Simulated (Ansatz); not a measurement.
# CH7Al2BOSi: the cost of one run

The runs use Ansatz 0.2.0, Gaussian basis; the settings change from run to run.

## 1. The relaxed structure

An earlier PBE0-D4 in a triple-zeta def2 set relaxation fixed the geometry.

13 atoms, charge 0, spin multiplicity 1.

Atoms are counted from 1 here; the program's logs count them from 0.

Bond lengths: B1–C2 1.472 Å, B1–Al5 2.240 Å, B1–H7 1.194 Å, B1–H8 1.258 Å, C2–Si3 1.887 Å, C2–Al5 2.134 Å, C2–H9 1.088 Å, Si3–O4 1.653 Å, Si3–H10 1.487 Å, Si3–H11 1.486 Å, O4–Al5 1.735 Å, Al5–Al6 2.578 Å, Al5–H8 1.974 Å, Al6–H12 1.590 Å, Al6–H13 1.590 Å. Angles: C2–B1–Al5 66.5°, C2–B1–H7 129.7°, C2–B1–H8 116.5°, Al5–B1–H7 136.3°, Al5–B1–H8 61.4°, H7–B1–H8 112.9°, B1–C2–Si3 122.8°, B1–C2–Al5 74.3°, B1–C2–H9 117.5°, Si3–C2–Al5 77.7°, Si3–C2–H9 117.8°, Al5–C2–H9 134.5°, C2–Si3–O4 98.2°, C2–Si3–H10 110.9°, C2–Si3–H11 114.1°, O4–Si3–H10 112.9° and more.

Coordinates:

```
B    -1.3387    0.9561   -0.4812
C     0.0701    1.3811   -0.5213
Si    1.3659    0.5245   -1.5919
O     1.1999   -1.0041   -0.9847
Al    0.0846   -0.5966    0.2798
Al   -0.4243   -1.9323    2.4252
H    -2.2965    1.5303   -0.0594
H    -1.5680   -0.2525   -0.7439
H     0.3094    2.3662   -0.1264
H     2.7167    1.0985   -1.3526
H     1.0831    0.5821   -3.0500
H    -1.6781   -2.9067    2.5080
H     0.4964   -1.7813    3.7132
```

## 2. r2SCAN/cc-pVTZ

Set apart from the defaults: density fitting with cc-pVTZ-jkfit, high accuracy.

in.yaml reads:

```yaml
crystal:
  periodic: [false, false, false]
  atoms:
    - {symbol: B, position_ang: [-1.338745, 0.956129, -0.481237]}
    - {symbol: C, position_ang: [0.070094, 1.381127, -0.521253]}
    - {symbol: Si, position_ang: [1.365876, 0.524456, -1.591920]}
    - {symbol: O, position_ang: [1.199947, -1.004055, -0.984718]}
    - {symbol: Al, position_ang: [0.084597, -0.596623, 0.279791]}
    - {symbol: Al, position_ang: [-0.424276, -1.932294, 2.425243]}
    - {symbol: H, position_ang: [-2.296506, 1.530279, -0.059382]}
    - {symbol: H, position_ang: [-1.568016, -0.252547, -0.743854]}
    - {symbol: H, position_ang: [0.309392, 2.366152, -0.126431]}
    - {symbol: H, position_ang: [2.716726, 1.098543, -1.352601]}
    - {symbol: H, position_ang: [1.083059, 0.582056, -3.050037]}
    - {symbol: H, position_ang: [-1.678052, -2.906709, 2.508032]}
    - {symbol: H, position_ang: [0.496409, -1.781313, 3.713168]}
basis:
  gaussian: {orbitals: cc-pVTZ, fitting: {mean_field: cc-pVTZ-jkfit}}
hamiltonian: {xc: {name: r2SCAN}}
accuracy: high
output: {forces: true}
```

Started as:

```bash
$ ansatz run in.yaml --threads 4 --pin off --events-out ev --progress --plain --max-ram 10444MiB
```

What time and memory should one allow on 4 threads of Intel Xeon at 2.80GHz, shared host?

About 12 s, with a peak of 0.68 GiB.
